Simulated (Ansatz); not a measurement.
# TiB2: the cost of one run

Computed with the Python package of Ansatz 0.2.0. Level of theory: DFT LDA, all-electron LAPW.

## (1) Starting point

It takes space group P6/mmm (No. 191, hexagonal). The conventional cell has a = 3.029 Å, b = 3.029 Å, c = 3.228 Å, α = 90.00°, β = 90.00°, γ = 120.00°. Ti (site symmetry 6/mmm) has 12 B at 2.38 Å as nearest neighbours. Around B (site symmetry -6m2) lie 3 B at 1.75 Å and 6 Ti at 2.38 Å.

No structure file is read: the coordinates are typed or built in the script.

## (2) Script

File eos_lapw_tib2.py:

```python
'''E(V) of TiB2 on LAPW.'''

import warnings

import ansatz as az
from ase.eos import EquationOfState
from ase.units import GPa
import numpy as np

VECTORS = np.array([
    [3.0292, 0.0, 0.0],
    [-1.5146, 2.62336415, 0.0],
    [0.0, 0.0, 3.2284],
])
SITES = [
    ('Ti', [0.0, 0.0, 0.0]),
    ('B', [1 / 3, 2 / 3, 0.5]),
    ('B', [2 / 3, 1 / 3, 0.5]),
]


def on_lattice(cell):
    crystal = az.Crystal(lattice=az.Lattice.of(cell))
    for symbol, position in SITES:
        crystal = crystal.atom(symbol, position)
    return crystal

warnings.simplefilter('ignore', az.DeckWarning)

volumes, energies = [], []
for scale in np.linspace(0.94, 1.06, 7):
    cell = VECTORS * scale ** (1 / 3)
    base = on_lattice(cell).calculation()
    base = base.functional('lda')
    base = base.occupations('fermi_dirac', width=0.1)
    base = base.scf(tolerance=1e-10)
    base = base.kpoints(11, 11, 9)
    base = base.pseudopotentials('all_electron', lapw=True)
    rep = base.run(threads=1).report
    volumes.append(abs(np.linalg.det(cell)) / len(SITES))
    energies.append(rep['free_energy_ev'] / len(SITES))
    print(f'{scale:.3f} {volumes[-1]:9.4f} A^3/atom {energies[-1]:16.5f} eV/atom  (estimated basis error {1000 * rep["lapw_basis_errors"]["total_ev_per_atom"]:.2f} meV/atom)')
v0, e0, bulk = EquationOfState(volumes, energies, eos='birchmurnaghan').fit()
print(f'V0 = {v0:.4f} A^3/atom, B0 = {bulk / GPa:.1f} GPa')
```

## (3) The calls as engine input

The engine receives this input (first run):

```yaml
crystal:
  lattice:
    - [2.967362240521179, 0.0, 0.0]
    - [-1.4836811202605895, 2.5698110794424065, 0.0]
    - [0.0, 0.0, 3.162495793377319]
  atoms:
    - { symbol: Ti, position: [0.0, 0.0, 0.0] }
    - { symbol: B, position: [0.3333333333333333, 0.6666666666666666, 0.5] }
    - { symbol: B, position: [0.6666666666666666, 0.3333333333333333, 0.5] }
kpoints:
  mp_grid:
    grid: [11, 11, 9]
hamiltonian:
  xc: lda
  pseudopotentials:
    kind: all_electron
    lapw: {}
scf:
  convergence:
    dr2_threshold: 1.0e-10
  occupations:
    method: fermi_dirac
    width: 0.1
```

## (4) Launch

The run is started by

```
> python eos_lapw_tib2.py
```

What time and memory should one allow on 1 thread of Arm Neoverse V2, shared host?

About 97 s, with a peak of 0.47 GiB.
